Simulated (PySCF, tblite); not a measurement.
# C₂H₆ClSi₄ radical: geometry, infrared bands and EPR parameters

Wanted: the infrared bands and EPR parameters of C₂H₆ClSi₄ radical (`C#C[Si@@H]1[SiH2][SiH][Si@H]1Cl`), by calculation.

The runs use tblite 0.8.0 and PySCF 2.14.0, with density-fitted response routines of our own; the level of theory stands in each step. All values are computed, except where a source is named. Atoms count from 0, in the outputs and in this text.

### Step 1. The molecule as given

13 atoms, charge 0, multiplicity 2; geometry from: force field or distance geometry start.

Bonds of the start (Å): C0–C1 1.20, C1–Si2 1.86, Si2–Si3 2.28, Si3–Si4 2.29, Si4–Si5 2.29, Si5–Cl6 2.04, Si5–Si2 2.28, C0–H7 1.06, Si2–H8 1.49, Si3–H9 1.50, Si3–H10 1.49, Si4–H11 1.49, Si5–H12 1.49.

### Step 2. Relaxing the molecule with GFN2-xTB

What the job is given:

```
{"job": {"kind": "relax", "xc": "GFN2-xTB", "basis": "xTB"}, "charge": 0, "multiplicity": 2}
C      2.884200     0.977700    -0.791900
C      1.953400     0.582400    -0.139000
Si     0.550500    -0.050200     0.901800
Si    -0.514200    -1.807100    -0.086200
Si    -1.916200    -0.315000    -1.122800
Si    -1.370000     1.133700     0.564500
Cl    -2.698600     0.995000     2.102500
H      3.699200     1.341400    -1.372000
H      0.917800    -0.272000     2.325400
H     -1.281300    -2.662400     0.882500
H      0.302700    -2.613700    -1.032200
H     -1.300800     0.133800    -2.406700
H     -1.231000     2.556800     0.156300
```

Command:

```sh
OMP_NUM_THREADS=1 python probes_run.py task.json out
```

This one command runs all jobs of the session in turn.

**Question.** This job is followed by: GFN2-xTB harmonic vibrations, gas phase; UKS B3LYP, pcH-1 on C Cl H Si, non-relativistic, mean-field spin-orbit, GIAO. What will the session give for the following? strongest single infrared mode (GFN2-xTB); zero-point energy (GFN2-xTB); g(iso) (B3LYP); ⟨S²⟩; largest a(iso); potential on the surface of density 0.002 e/bohr³, 1st and 99th percentile.

As calculated:

| quantity | value |
| --- | --- |
| strongest single infrared mode (GFN2-xTB) | 2100 cm⁻¹, 423 km/mol |
| zero-point energy (GFN2-xTB) | 37.6 kcal/mol |
| g(iso) (B3LYP) | 2.00376 |
| ⟨S²⟩ | 0.754 (exact 0.75) |
| largest a(iso) | 29Si on Si4, -276.8 MHz |
| potential on the surface of density 0.002 e/bohr³, 1st and 99th percentile | -0.65 V and 1.55 V |

**Reading.** Over 99 steps the energy fell by 0.481 eV; of the close pairs, Si2–Si5 changed most, 2.281 to 2.366 Å. No mode is imaginary among the 33: a minimum at this level. The strongest single mode, at 2100 cm⁻¹, moves mainly H11. GFN2-xTB is a fitted tight-binding method: band positions and strengths are rough. Its intensities can rank the bands wrongly. Most of the unpaired spin sits on Si4 (0.93 e). The isotropic g lies 1.4 ppt above the free-electron value. These values are for one conformer; the search (at its own cheap level) found 2 more, at 0.00, 0.20 kcal/mol (those within 0.05 may be mirror or relabelled copies), and measured spectra average over such forms.
